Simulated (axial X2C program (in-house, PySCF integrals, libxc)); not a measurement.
**A two-component session on GeF⁻: properties at the nuclei**

Wanted for GeF⁻: properties at the nuclei, at the two-component level.

Program: an in-house X2C program for linear molecules on PySCF integrals. Level of theory: two-component X2C with atomic mean-field terms, Ge dyall-acv3z, F dyall-av3z. These are calculated values, not measurements.

### Step 1. Input

File task.json:

```json
{"zs": [32, 9], "q": -1, "bas": ["dyall-acv3z", "dyall-av3z"], "r0": 1.85, "levels": ["PBE0", "HF", "PBE50", "B3LYP", "TPSSh"], "nst": 3}
```

Keys: zs atomic numbers; q charge; bas basis sets; r0 starting distance in Å; levels methods (HF also brings MP2); nst determinants followed.

On the command line:

```console
> python soeom.py task.json out
```

Nuclei are Gaussian, cores are contracted, and the Gaunt term is on.

### Step 2. Expectation values, lowest determinant

R = 1.846 Å. State: Ω = 1 (excess of +ω over −ω: ω = -1/2, ω = 3/2).

Output of the PBE0 run:

```text
two-component X2C + atomic mean field  PBE0
basis functions 178  fitting functions 961  grid points 5074
iter        total energy     max residual
   1      -2197.814878574     3.51e-01
   2      -2197.852706612     2.60e-03
   3      -2197.852703962     1.18e-03
   4      -2197.852727894     2.94e-04
   5      -2197.852728895     1.58e-04
   6      -2197.852729310     2.83e-05
   7      -2197.852729326     3.36e-06
   8      -2197.852729326     8.39e-07
converged
one-electron -3235.19331571  Coulomb 1046.01753051  exact exchange -22.17841124  xc functional -68.32882252  nuclear repulsion 82.55852478  atomic mean-field constant -0.72823514
```

The highest occupied spinor is 85% Ge p, 8% F p, 4% Ge d.

```csv
level,Eeff magnitude (GV/cm),Ws magnitude Ge (kHz),A∥/gI Ge (MHz),qzz Ge (a.u.),A∥/gI F (MHz),qzz F (a.u.)
PBE0,0.259,0.121,-394,1.07,-11,1.17
HF,0.813,0.355,-413,1.18,11.7,1.15
PBE50,0.387,0.175,-394,1.21,-4.16,1.18
B3LYP,0.13,0.0657,-319,1.10,-11.5,1.13
TPSSh,0.226,0.106,-342,1.11,-12.6,1.18
```

Eeff is the effective electric field on the electron dipole moment in this Ω state and Ws the scalar–pseudoscalar constant (defined with the proton number Z and per Ω); A∥ is the parallel hyperfine constant, which follows by multiplying with the nuclear g factor gI = μI/(I μN); qzz is the electric field gradient, eQq0 = 234.96 MHz × Q/barn × qzz. The operators were transformed with the bare-nucleus X2C matrices.

### Step 3. Expectation values, a higher determinant

R = 1.846 Å. State: Ω = 0 (closed shell), 0.59 eV above the lowest in the PBE0 search for states (made at or near this distance, with looser thresholds).

Output of the PBE0 run:

```text
two-component X2C + atomic mean field  PBE0
basis functions 178  fitting functions 961  grid points 5074
iter        total energy     max residual
   1      -2197.793232588     3.50e-01
   2      -2197.831117810     2.59e-03
   3      -2197.831114359     1.19e-03
   4      -2197.831139139     3.03e-04
   5      -2197.831140037     1.66e-04
   6      -2197.831140562     3.36e-05
   7      -2197.831140584     3.34e-06
   8      -2197.831140584     4.76e-07
converged
one-electron -3234.62890462  Coulomb 1045.42768437  exact exchange -22.16422823  xc functional -68.29598175  nuclear repulsion 82.55852478  atomic mean-field constant -0.72823514
```

The highest occupied spinor is 86% Ge p, 8% F p, 3% Ge d.

```
level  qzz Ge (a.u.)  qzz F (a.u.)
 PBE0           0.97          1.15
   HF           0.99          1.13
PBE50           1.09          1.16
B3LYP           0.99          1.12
TPSSh           0.98          1.14
```

### Step 4. Expectation values, a higher determinant

R = 1.846 Å. State: Ω = 2 (excess of +ω over −ω: ω = 1/2, ω = 3/2), 0.67 eV above the lowest in the PBE0 search for states (made at or near this distance, with looser thresholds).

Output of the PBE0 run:

```text
two-component X2C + atomic mean field  PBE0
basis functions 178  fitting functions 961  grid points 5074
iter        total energy     max residual
   1      -2197.790192187     3.50e-01
   2      -2197.828089507     2.59e-03
   3      -2197.828086050     1.19e-03
   4      -2197.828110905     3.05e-04
   5      -2197.828111801     1.68e-04
   6      -2197.828112340     3.53e-05
   7      -2197.828112363     3.39e-06
   8      -2197.828112364     1.20e-06
converged
one-electron -3234.50375764  Coulomb 1045.30216801  exact exchange -22.16341235  xc functional -68.29340003  nuclear repulsion 82.55852478  atomic mean-field constant -0.72823514
```

The highest occupied spinor is 86% Ge p, 8% F p, 3% Ge d.

| level | Eeff magnitude (GV/cm) | Ws magnitude Ge (kHz) | A∥/gI Ge (MHz) | qzz Ge (a.u.) | A∥/gI F (MHz) | qzz F (a.u.) |
| --- | --- | --- | --- | --- | --- | --- |
| PBE0 | 0.0868 | 0.0178 | 383 | 0.86 | 40.8 | 1.15 |
| HF | 0.119 | 0.0245 | 353 | 0.88 | 31.4 | 1.13 |
| PBE50 | 0.101 | 0.0208 | 387 | 0.98 | 37.2 | 1.16 |
| B3LYP | 0.0888 | 0.0181 | 389 | 0.88 | 41.3 | 1.12 |
| TPSSh | 0.0765 | 0.0156 | 381 | 0.88 | 42.3 | 1.14 |

### Step 5. Outcome

| quantity | value |
| --- | --- |
| lowest determinant | Ω = 1 (excess of +ω over −ω: ω = -1/2, ω = 3/2) |
| Eeff magnitude (GV/cm), PBE0 | 0.259 |
| Ws magnitude Ge (kHz), PBE0 | 0.121 |
| A∥/gI Ge (MHz), PBE0 | -394 |
| qzz Ge (a.u.), PBE0 | 1.07 |
| higher determinant | Ω = 0 (closed shell) |
| qzz Ge (a.u.), PBE0, higher determinant | 0.97 |
| qzz F (a.u.), PBE0, higher determinant | 1.15 |
| higher determinant | Ω = 2 (excess of +ω over −ω: ω = 1/2, ω = 3/2) |
| Eeff magnitude (GV/cm), PBE0, higher determinant | 0.0868 |
| Ws magnitude Ge (kHz), PBE0, higher determinant | 0.0178 |
| A∥/gI Ge (MHz), PBE0, higher determinant | 383 |
| qzz Ge (a.u.), PBE0, higher determinant | 0.86 |

In words: In the first state, the effective field runs from 0.13 to 0.813 GV/cm over the mean-field levels, so the levels don't agree on it. The expectation values come from single determinants, which for open shells can mix terms of unlike spin or miss the lowest Ω, so a determinant need not be a state. Eeff is the effective electric field on the electron dipole moment in this Ω state and Ws the scalar–pseudoscalar constant (defined with the proton number Z and per Ω); A∥ is the parallel hyperfine constant, which follows by multiplying with the nuclear g factor gI = μI/(I μN); qzz is the electric field gradient, eQq0 = 234.96 MHz × Q/barn × qzz. The operators were transformed with the bare-nucleus X2C matrices.
